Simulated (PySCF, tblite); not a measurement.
# C₄H₁₀BP: geometry, infrared bands and NMR shifts

What infrared bands and NMR shifts should C₄H₁₀BP (`C=C(C)B(C)P`) show?

Programs: tblite 0.8.0 and PySCF 2.14.0, with density-fitted response routines of our own. Each step states its level of theory. These are calculated values for one molecule in the gas phase, unless marked as measured. Atoms count from 0, in the outputs and in this text.

### Step 1. The molecule as given

16 atoms, charge 0, multiplicity 1; geometry from: force field or distance geometry start.

Bonds of the start (Å): C0–C1 1.33, C1–C2 1.52, C1–B3 1.59, B3–C4 1.61, B3–P5 1.93, C0–H6 1.09, C0–H7 1.08, C2–H8 1.11, C2–H9 1.12, C2–H10 1.11, C4–H11 1.11, C4–H12 1.11, C4–H13 1.10, P5–H14 1.46, P5–H15 1.46.

### Step 2. Optimising the geometry with GFN2-xTB

What the job is given:

```
{"job": {"kind": "relax", "xc": "GFN2-xTB", "basis": "xTB"}, "charge": 0, "multiplicity": 1}
C     -1.844700     0.665500    -0.711400
C     -0.909700     0.116800     0.051100
C     -1.246300    -0.384800     1.444800
B      0.582900    -0.057000    -0.476600
C      1.668400    -0.801300     0.448300
P      1.098500     0.551500    -2.237700
H     -2.871500     0.780500    -0.354900
H     -1.636600     1.029500    -1.708600
H     -0.563300     0.064300     2.190200
H     -2.298400    -0.112000     1.733900
H     -1.163800    -1.488600     1.475400
H      2.631200    -0.893200    -0.095300
H      1.825300    -0.216700     1.381800
H      1.314700    -1.817800     0.696400
H      0.882000     1.960500    -1.911000
H      2.523600     0.611600    -1.937800
```

The run is started by

```
OMP_NUM_THREADS=1 python probes_run.py task.json out
```

This one command runs all jobs of the session in turn.

**Question.** This job is followed by: GFN2-xTB harmonic vibrations, gas phase; GIAO PBE0/pcSseg-1 NMR shielding, non-relativistic, gas phase. What will the session give for the following? strongest single infrared mode (GFN2-xTB); zero-point energy (GFN2-xTB); 13C shifts against TMS (PBE0/pcSseg-1); 1H shifts against TMS (PBE0/pcSseg-1, means over atoms taken as alike); 11B shifts against BF3·OEt2 (PBE0/pcSseg-1); 31P shifts against H3PO4 (PBE0/pcSseg-1).

As calculated:

| quantity | value |
| --- | --- |
| strongest single infrared mode (GFN2-xTB) | 2400 cm⁻¹, 144 km/mol |
| zero-point energy (GFN2-xTB) | 79.5 kcal/mol |
| 13C shifts against TMS (PBE0/pcSseg-1) | 162.4, 141.3, 25.0, 14.6 ppm |
| 1H shifts against TMS (PBE0/pcSseg-1, means over atoms taken as alike) | 6.16, 6.03, 2.40, 2.00, 1.14 ppm |
| 11B shifts against BF3·OEt2 (PBE0/pcSseg-1) | 86.6 ppm |
| 31P shifts against H3PO4 (PBE0/pcSseg-1) | -202.0 ppm |

The optimisation took 88 steps and gained 0.254 eV; among the close pairs (by a distance rule), P5–H14 changed most, from 1.462 to 1.382 Å. All 42 modes are real, so the xTB geometry is a minimum. The strongest single mode, at 2400 cm⁻¹, moves mainly H14 and H15. Unscaled tight-binding wavenumbers are off by several per cent, some by more. Its intensities can rank the bands wrongly. The most deshielded carbon is C1 (fully substituted alkene carbon), at 162.4 ppm: an sp2 carbon of a C=C bond. At PBE0/pcSseg-1: The largest span, 269 ppm, is at C1, where the paramagnetic term is -236 ppm.
